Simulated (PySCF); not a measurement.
# C5H8OSe: the cost of one run

Computed with PySCF 2.14.0 and routines of our own; the level stands in each step. Atoms count from 0.

## (1) The starting structure

15 atoms, charge 0, multiplicity 1; geometry from: GFN2-xTB.

## (2) Magnetic properties: GIAO HF/pcSseg-1

The job: settings as JSON, then the geometry in Å.

```
{"job": {"kind": "mag", "xc": "HF", "basis": "pcSseg-1", "isotopologues": 2}, "charge": 0, "multiplicity": 1}
C      2.142039    -0.986592    -0.114035
O      1.454123    -0.029178     0.654793
C      0.158943     0.223626     0.328562
C     -0.573484    -0.323911    -0.634041
C     -1.985976     0.120381    -0.804073
Se    -2.281318     1.536983     0.545294
C     -0.456341     1.265669     1.217062
H      3.152697    -1.021666     0.288505
H      1.677751    -1.973651    -0.025754
H      2.177291    -0.698337    -1.169203
H     -0.214341    -1.082244    -1.310355
H     -2.698257    -0.689806    -0.626997
H     -2.172200     0.535865    -1.797719
H     -0.486217     0.927965     2.254908
H      0.100878     2.202887     1.171141
```

With the program's defaults for keys left out, this is: GIAO HF/pcSseg-1 magnetisability, rotational g tensor and spin-rotation constants, non-relativistic, gas phase.

Run with:

```sh
$ OMP_NUM_THREADS=1 python excited_run.py task.json out
```

One launch serves the whole session: the jobs run in the order shown.

**Question.** How long does this first job take on 1 thread of Arm Neoverse V2, shared host, and how much memory does it need?

About 16 s, with a peak of 0.85 GiB.
